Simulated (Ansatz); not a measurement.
Crystal: BeCr3.

```
Cr Be
1.0
     3.51121    0.00000    0.00000
     0.00000    3.51121    0.00000
     0.00000    0.00000    3.51121
Cr Be
3 1
Direct
  0.50000 0.50000 0.00000
  0.50000 0.00000 0.50000
  0.00000 0.50000 0.50000
  0.00000 0.00000 0.00000
```

The cell comes from a database or a generator and needn't be the stable form of this composition.

Alike in all runs: program Ansatz 0.2.0; functional PBE; potentials or basis Ansatz PAW; cutoff 420 eV (not typed: the program's choice for these potentials); k mesh 6 × 6 × 6; occupations fermi-dirac, width 0.05 eV.

The same cell was started in several ways:

| start | free energy over the lowest (meV/atom) | net moment (μB) | site or absolute moments (μB) | gap |
| --- | --- | --- | --- | --- |
| collinear spin, ferromagnetic start of up to 6 μB; fixed moment 18 | 5606.3 | 18.00 | Cr +4.44; Be +1.07 | - |
| collinear spin, ferromagnetic start of up to 3.73 μB; fixed moment 11.2 | 1593.6 | 11.20 | Cr +3.19; Be +0.08 | - |
| collinear spin, ferromagnetic start of up to 2.27 μB; fixed moment 6.8 | 652.6 | 6.80 | Cr +2.03; Be -0.03 | - |
| collinear spin, ferromagnetic start of up to 1.5 μB; fixed moment 4.5 | 331.7 | 4.50 | Cr +1.36; Be -0.01 | - |
| collinear spin, ferromagnetic start of up to 0.73 μB; fixed moment 2.2 | 121.4 | 2.20 | Cr +0.65; Be +0.01 | - |
| collinear spin, ferromagnetic start of up to 4.5 μB; fixed moment 13.5 | 2418.4 | 13.50 | Cr +3.68; Be +0.29 | - |
| collinear spin, program default start; fixed moment 0 | 0.0 | 0.00 | - | - |
| collinear spin, ferromagnetic start of up to 3 μB; fixed moment 9 | 1054.8 | 9.00 | Cr +2.64; Be -0.03 | - |

All polarised runs hold their moment fixed, so the table maps the energy against it. A still lower state may exist.

Caveats: the total moment is fixed, so each spin has its own Fermi level.
